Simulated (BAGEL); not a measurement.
# triplet CH6GeO: levels of theory compared

We compute a comparison of 5 runs (UHF/STO-3G, ROHF/6-31G*, UHF/6-31G*, ROHF/def2-SVP, UHF/def2-SVP) of triplet CH6GeO. 

The calculation is run with BAGEL 1.2.2.

4 further runs of the same task are left out: 3 that didn't finish, 1 set aside as unsound or not needed.

### 1 Starting point

CH6GeO has 9 atoms, charge 0, and is taken as a triplet. As SMILES of the parent species, `[H][Ge]([H])([H])[O]C`. Geometry: a GFN2-xTB relaxation, a rough one for these elements and not checked as a minimum. That shape belongs to the parent species and isn't relaxed for this state.

Bond lengths: Ge1–O2 1.749 Å, O2–C3 1.410 Å, C3–H4 1.093 Å, C3–H5 1.091 Å, C3–H6 1.093 Å, Ge1–H7 1.505 Å, Ge1–H8 1.485 Å, Ge1–H9 1.505 Å. Some angles: Ge1–O2–C3 126.0°, O2–Ge1–H7 110.2°, O2–Ge1–H8 99.9°, O2–Ge1–H9 110.2°, O2–C3–H4 111.7°, O2–C3–H5 107.1°, O2–C3–H6 111.5°, H7–Ge1–H8 113.6°, H7–Ge1–H9 109.2°, H8–Ge1–H9 113.5°.

### 2 The energy at UHF/STO-3G (density fitting with qzvpp-jkfit) (run 1)

Input file calc.json:

```json
{ "bagel" : [

{
  "title" : "molecule",
  "basis" : "sto-3g",
  "df_basis" : "qzvpp-jkfit",
  "angstrom" : "true",
  "geometry" : [
    { "atom" : "Ge", "xyz" : [      -0.377020,       0.600480,      -1.216130 ] },
    { "atom" : "O", "xyz" : [      -0.289170,       0.472070,       0.525810 ] },
    { "atom" : "C", "xyz" : [       0.349650,      -0.556350,       1.249440 ] },
    { "atom" : "H", "xyz" : [      -0.078520,      -1.535890,       1.022030 ] },
    { "atom" : "H", "xyz" : [       0.201640,      -0.342530,       2.309040 ] },
    { "atom" : "H", "xyz" : [       1.422010,      -0.587590,       1.039630 ] },
    { "atom" : "H", "xyz" : [       1.007700,       0.672770,      -1.801790 ] },
    { "atom" : "H", "xyz" : [      -1.140620,       1.868450,      -1.339680 ] },
    { "atom" : "H", "xyz" : [      -1.095670,      -0.591410,      -1.788340 ] }
  ]
},

{
  "title" : "uhf",
  "charge" : 0,
  "nopen" : 2
},

{
  "title" : "print",
  "file" : "orbitals.molden",
  "orbitals" : "true"
}

]}
```

Command:

```bash
$ BAGEL_NUM_THREADS=1 BAGEL calc.json > calc.out
```

The log of the run:

```text
* using 1 threads per process

  ===============================================================
  ===============================================================

  *** Geometry ***

  { "atom" : "Ge", "xyz" : [     -0.712465,      1.134743,     -2.298153 ] },
  { "atom" : "O", "xyz" : [     -0.546452,      0.892083,      0.993637 ] },
  { "atom" : "C", "xyz" : [      0.660743,     -1.051349,      2.361099 ] },
  { "atom" : "H", "xyz" : [     -0.148381,     -2.902411,      1.931357 ] },
  { "atom" : "H", "xyz" : [      0.381044,     -0.647288,      4.363453 ] },
  { "atom" : "H", "xyz" : [      2.687209,     -1.110384,      1.964616 ] },
  { "atom" : "H", "xyz" : [      1.904277,      1.271351,     -3.404890 ] },
  { "atom" : "H", "xyz" : [     -2.155459,      3.530859,     -2.531628 ] },
  { "atom" : "H", "xyz" : [     -2.070516,     -1.117603,     -3.379473 ] },

  Number of auxiliary basis functions:      526

  Since a DF basis is specified, we compute 2- and 3-index integrals:
    o Being stored without compression. Storage requirement is 0.005 GB

  Number of basis functions:       34
  Number of electrons      :       52

    * METHOD: MOLECULE                             0.22

  *** Open-shell HF ***

  === Nuclear Repulsion ===
   206.1181174791

      * DIIS with orbital gradients will be used.

  === UHF iteration (sto-3g) ===
      0      -2166.12703276          0.02578024           0.05
      1      -2166.21667877          0.00998487           0.05
      2      -2166.23415885          0.00377158           0.05
      3      -2166.23718020          0.00157480           0.05
      4      -2166.23801568          0.00015673           0.05
      5      -2166.23807416          0.00006007           0.05
      6      -2166.23810386          0.00002577           0.05
      7      -2166.23811456          0.00000895           0.05
      8      -2166.23811561          0.00000373           0.05
      9      -2166.23811569          0.00000223           0.05
     10      -2166.23811569          0.00000191           0.06
     11      -2166.23811569          0.00000159           0.06
     12      -2166.23811570          0.00000120           0.05
     13      -2166.23811570          0.00000054           0.05
     14      -2166.23811570          0.00000028           0.06
     15      -2166.23811570          0.00000016           0.05
     16      -2166.23811570          0.00000008           0.06
     17      -2166.23811570          0.00000003           0.05
     18      -2166.23811570          0.00000001           0.06
     19      -2166.23811570          0.00000001           0.06
    * SCF iteration converged.

    * S^2 (UHF) is 2.0062

    * Permanent dipole moment:
           (   -0.249703,     0.393537,    -0.881733) a.u.

    * METHOD: UHF                                  1.21

    * METHOD: PRINT                                0.00

  ===============================================================
```

Wall time 1.6 s (1 thread of Arm Neoverse V1, shared host); peak memory 0.082 GiB.

### 3 The energy at ROHF/6-31G(d) (density fitting with qzvpp-jkfit, spherical functions) (run 2)

Input file hf.json:

```json
{ "bagel": [

{
  "title": "molecule",
  "basis": "6-31gs.json",
  "df_basis": "qzvpp-jkfit",
  "angstrom": true,
  "geometry": [
    { "atom": "Ge", "xyz": [   -0.377020,    0.600480,   -1.216130 ] },
    { "atom": "O", "xyz": [   -0.289170,    0.472070,    0.525810 ] },
    { "atom": "C", "xyz": [    0.349650,   -0.556350,    1.249440 ] },
    { "atom": "H", "xyz": [   -0.078520,   -1.535890,    1.022030 ] },
    { "atom": "H", "xyz": [    0.201640,   -0.342530,    2.309040 ] },
    { "atom": "H", "xyz": [    1.422010,   -0.587590,    1.039630 ] },
    { "atom": "H", "xyz": [    1.007700,    0.672770,   -1.801790 ] },
    { "atom": "H", "xyz": [   -1.140620,    1.868450,   -1.339680 ] },
    { "atom": "H", "xyz": [   -1.095670,   -0.591410,   -1.788340 ] }
  ]
},
{
  "title": "rohf",
  "nopen": 2
},
{
  "title": "print",
  "file": "orbitals.molden",
  "orbitals": true
}

]}
```

The basis set 6-31G* is read from a file made from the Basis Set Exchange's data (not shown).

Command:

```bash
$ BAGEL_NUM_THREADS=1 BAGEL hf.json > hf.out
```

The log of the run:

```text
* using 1 threads per process

  ===============================================================
  ===============================================================

  *** Geometry ***

  { "atom" : "Ge", "xyz" : [     -0.712465,      1.134743,     -2.298153 ] },
  { "atom" : "O", "xyz" : [     -0.546452,      0.892083,      0.993637 ] },
  { "atom" : "C", "xyz" : [      0.660743,     -1.051349,      2.361099 ] },
  { "atom" : "H", "xyz" : [     -0.148381,     -2.902411,      1.931357 ] },
  { "atom" : "H", "xyz" : [      0.381044,     -0.647288,      4.363453 ] },
  { "atom" : "H", "xyz" : [      2.687209,     -1.110384,      1.964616 ] },
  { "atom" : "H", "xyz" : [      1.904277,      1.271351,     -3.404890 ] },
  { "atom" : "H", "xyz" : [     -2.155459,      3.530859,     -2.531628 ] },
  { "atom" : "H", "xyz" : [     -2.070516,     -1.117603,     -3.379473 ] },

  Number of auxiliary basis functions:      526

  Since a DF basis is specified, we compute 2- and 3-index integrals:
    o Being stored without compression. Storage requirement is 0.022 GB

  Number of basis functions:       72
  Number of electrons      :       52

    * METHOD: MOLECULE                             0.29

  *** Open-shell HF ***

  === Nuclear Repulsion ===
   206.1181174791

      * DIIS with orbital gradients will be used.

  === ROHF iteration (6-31gs.json) ===
      0      -2190.75922696          0.03979061           0.13
      1      -2190.79318204          0.04454378           0.13
      2      -2190.81142065          0.04089927           0.13
      3      -2191.00947656          0.00585479           0.13
      4      -2191.02675051          0.00404131           0.13
      5      -2191.03963601          0.00182013           0.13
[... 18 lines of this table left out ...]
     24      -2191.04286950          0.00000001           0.13
     25      -2191.04286950          0.00000001           0.13
    * SCF iteration converged.

    * S^2 (ROHF) is 2.0000

    * Permanent dipole moment:
           (   -0.552923,     0.877389,    -1.773555) a.u.

    * METHOD: ROHF                                 3.61

    * METHOD: PRINT                                0.01

  ===============================================================
```

Run time: 4.2 s. Hardware: 1 thread of Arm Neoverse V1, shared host; peak memory 0.12 GiB.

Runs 3 to 4 aren't shown in full; the table further down has their settings and results.

### 4 A single-point energy at UHF/def2-SVP (density fitting with qzvpp-jkfit) (run 5)

Input file input.json:

```json
{ "bagel": [

{
  "title": "molecule",
  "basis": "svp",
  "df_basis": "qzvpp-jkfit",
  "angstrom": true,
  "geometry": [
    { "atom": "Ge", "xyz": [   -0.377020,    0.600480,   -1.216130 ] },
    { "atom": "O", "xyz": [   -0.289170,    0.472070,    0.525810 ] },
    { "atom": "C", "xyz": [    0.349650,   -0.556350,    1.249440 ] },
    { "atom": "H", "xyz": [   -0.078520,   -1.535890,    1.022030 ] },
    { "atom": "H", "xyz": [    0.201640,   -0.342530,    2.309040 ] },
    { "atom": "H", "xyz": [    1.422010,   -0.587590,    1.039630 ] },
    { "atom": "H", "xyz": [    1.007700,    0.672770,   -1.801790 ] },
    { "atom": "H", "xyz": [   -1.140620,    1.868450,   -1.339680 ] },
    { "atom": "H", "xyz": [   -1.095670,   -0.591410,   -1.788340 ] }
  ]
},
{ "title": "uhf", "nopen": 2 },
{ "title": "print", "file": "orbitals.molden", "orbitals": true }

]}
```

Command:

```bash
$ BAGEL_NUM_THREADS=1 BAGEL input.json > input.out
```

The log of the run:

```text
* using 1 threads per process

  ===============================================================
  ===============================================================

  *** Geometry ***

  { "atom" : "Ge", "xyz" : [     -0.712465,      1.134743,     -2.298153 ] },
  { "atom" : "O", "xyz" : [     -0.546452,      0.892083,      0.993637 ] },
  { "atom" : "C", "xyz" : [      0.660743,     -1.051349,      2.361099 ] },
  { "atom" : "H", "xyz" : [     -0.148381,     -2.902411,      1.931357 ] },
  { "atom" : "H", "xyz" : [      0.381044,     -0.647288,      4.363453 ] },
  { "atom" : "H", "xyz" : [      2.687209,     -1.110384,      1.964616 ] },
  { "atom" : "H", "xyz" : [      1.904277,      1.271351,     -3.404890 ] },
  { "atom" : "H", "xyz" : [     -2.155459,      3.530859,     -2.531628 ] },
  { "atom" : "H", "xyz" : [     -2.070516,     -1.117603,     -3.379473 ] },

  Number of auxiliary basis functions:      526

  Since a DF basis is specified, we compute 2- and 3-index integrals:
    o Being stored without compression. Storage requirement is 0.034 GB

  Number of basis functions:       90
  Number of electrons      :       52

    * METHOD: MOLECULE                             0.30

  *** Open-shell HF ***

  === Nuclear Repulsion ===
   206.1181174791

      * DIIS with orbital gradients will be used.

  === UHF iteration (svp) ===
      0      -2190.69600498          0.03167239           0.18
      1      -2190.75763388          0.03578595           0.17
      2      -2190.79687790          0.03026696           0.17
      3      -2190.95871078          0.00433696           0.17
      4      -2190.97404760          0.00314315           0.17
      5      -2190.98436596          0.00198817           0.17
[... 25 lines of this table left out ...]
     31      -2190.99213738          0.00000001           0.17
     32      -2190.99213738          0.00000001           0.17
    * SCF iteration converged.

    * S^2 (UHF) is 2.0147

    * Permanent dipole moment:
           (   -0.488852,     0.772860,    -1.739237) a.u.

    * METHOD: UHF                                  5.92

    * METHOD: PRINT                                0.02

  ===============================================================
```

Wall time 6.6 s (1 thread of Arm Neoverse V1, shared host); peak memory 0.14 GiB.

### 5 The series

```csv
run,level,energy (Eh),dipole moment (D),⟨S²⟩,wall time
1,UHF/STO-3G (density fitting with qzvpp-jkfit),-2166.238116,2.53,2.006,1.6 s
2,"ROHF/6-31G* (density fitting with qzvpp-jkfit, spherical functions)",-2191.042870,5.22,2.000,4.2 s
3,"UHF/6-31G* (density fitting with qzvpp-jkfit, spherical functions)",-2191.049359,5.29,2.013,4.8 s
4,ROHF/def2-SVP (density fitting with qzvpp-jkfit),-2190.985065,4.90,2.000,5.7 s
5,UHF/def2-SVP (density fitting with qzvpp-jkfit),-2190.992137,4.99,2.015,6.6 s
```

### 6 Summary of results

| quantity | value |
| --- | --- |
| run 5: total energy | -2190.99214 Eh |
| run 5: dipole moment | 4.99 D |
| run 5: ⟨S²⟩ | 2.015 |

In words: The dipole moment (its size) runs from 2.53 D (UHF/STO-3G) to 5.29 D (UHF/6-31G*). In run 1 the basis is minimal, so the values are rough. All runs together took 23 s, the longest 6.6 s.
